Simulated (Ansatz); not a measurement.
# CH₅ClOSn: one species, many methods

One table from this session's results is given with a row withheld; the runs are named, their logs left out.

Computed with Ansatz 0.2.0, Gaussian basis. Level: functionals in def2-TZVPP, the program's frozen cores in correlated methods.

Levels to be run: LDA (SPW92), PBE-D4, revPBE-D4, BLYP-D4, r2SCAN-D4, B97M-V, PBE0-D4, B3LYP-D4, r2SCANh-D4, r2SCAN0-D4, HSE06-D4, BHLYP-D4, CAM-B3LYP-D4, LC-ωPBE, ωB97X-V, ωB97M-V, B2PLYP, PBE-QIDH; CCSD(T)/def2-SVP; CCSD(T)/def2-TZVPP; MP2/def2-QZVPP; extrapolation to the limit; RPA on PBE.

**The relaxed structure**

The geometry comes from an earlier relaxation with PBE0-D4 in a triple-zeta def2 set; it is a stationary point, not always the lowest conformer. Sn takes the def2 core potential; no spin-orbit term is included.

SMILES `[CH3][SnH]([OH])[Cl]`, 9 atoms, charge 0, spin multiplicity 1.

Atoms are counted from 1 here; the program's logs count them from 0.

Bond lengths: C1–Sn2 2.113 Å, C1–H5 1.089 Å, C1–H6 1.089 Å, C1–H7 1.090 Å, Sn2–O3 1.957 Å, Sn2–Cl4 2.339 Å, Sn2–H8 1.706 Å, O3–H9 0.960 Å. Angles: Sn2–C1–H5 110.0°, Sn2–C1–H6 108.2°, Sn2–C1–H7 109.6°, H5–C1–H6 109.7°, H5–C1–H7 109.8°, H6–C1–H7 109.6°, C1–Sn2–O3 105.1°, C1–Sn2–Cl4 109.1°, C1–Sn2–H8 120.2°, O3–Sn2–Cl4 106.3°, O3–Sn2–H8 110.1°, Cl4–Sn2–H8 105.4°, Sn2–O3–H9 113.9°.

Set-up of the first run:

Input file in.yaml:

```yaml
crystal:
  periodic: [false, false, false]
  atoms:
    - {symbol: C, position_ang: [0.238711, 1.231585, -0.775247]}
    - {symbol: Sn, position_ang: [-0.039557, -0.718955, -0.010965]}
    - {symbol: O, position_ang: [0.421637, -0.593697, 1.886896]}
    - {symbol: Cl, position_ang: [-2.314799, -1.256156, -0.098113]}
    - {symbol: H, position_ang: [-0.076960, 1.271920, -1.816894]}
    - {symbol: H, position_ang: [-0.364123, 1.917869, -0.181976]}
    - {symbol: H, position_ang: [1.290150, 1.507637, -0.697398]}
    - {symbol: H, position_ang: [0.766037, -2.042784, -0.724217]}
    - {symbol: H, position_ang: [0.167203, -1.363519, 2.400913]}
basis:
  gaussian: {orbitals: def2-TZVPP}
hamiltonian: {xc: lda}
output: {orbitals: {seedname: orbitals}}
```

Launch:

```
$ ansatz run in.yaml --threads 4 --pin off --events-out ev --progress --plain --max-ram 10444MiB
```

Among the steps run: LDA; PBE-D4 (GGA); revPBE-D4 (GGA); BLYP-D4 (GGA); r2SCAN-D4 (meta-GGA); B97M-V (meta-GGA); B3LYP-D4 (hybrid); r2SCANh-D4 (hybrid); r2SCAN0-D4 (hybrid); HSE06-D4 (hybrid); BHLYP-D4 (hybrid); CAM-B3LYP-D4 (range-separated); LC-ωPBE (range-separated); ωB97X-V (range-separated); ωB97M-V (range-separated); B2PLYP (double hybrid); PBE-QIDH (double hybrid).

One of the session's tables, all rows but one given; the rest of the session is left out.

It belongs to the step «Orbital energies across the functionals». 

```
  functional  HOMO (eV)  gap (eV)
 LDA (SPW92)      -7.11      5.35
      PBE-D4      -6.95      5.44
   revPBE-D4      -6.89      5.48
     BLYP-D4          ?         ?
   r2SCAN-D4      -7.32      6.12
      B97M-V      -7.42      6.19
     PBE0-D4      -8.43      7.89
    B3LYP-D4      -8.19      7.30
  r2SCANh-D4      -7.88      7.02
  r2SCAN0-D4      -8.66      8.31
    HSE06-D4      -8.03      7.11
    BHLYP-D4      -9.67     10.05
CAM-B3LYP-D4      -9.80     10.22
     LC-ωPBE     -11.18     12.88
     ωB97X-V     -10.82     12.37
     ωB97M-V     -10.67     11.95
```

Q: Estimate the row for BLYP-D4 from the others.

Worked estimate for «HOMO (eV)». Against the share of exact exchange, B3LYP-D4 (0.2, -8.19), BHLYP-D4 (0.5, -9.67) give a slope of -4.93 per unit share; at 0 the line stands at -7.20.

**Answer.** HOMO (eV): -6.85; gap (eV): 5.36. In «HOMO (eV)» the line misses by -0.35.
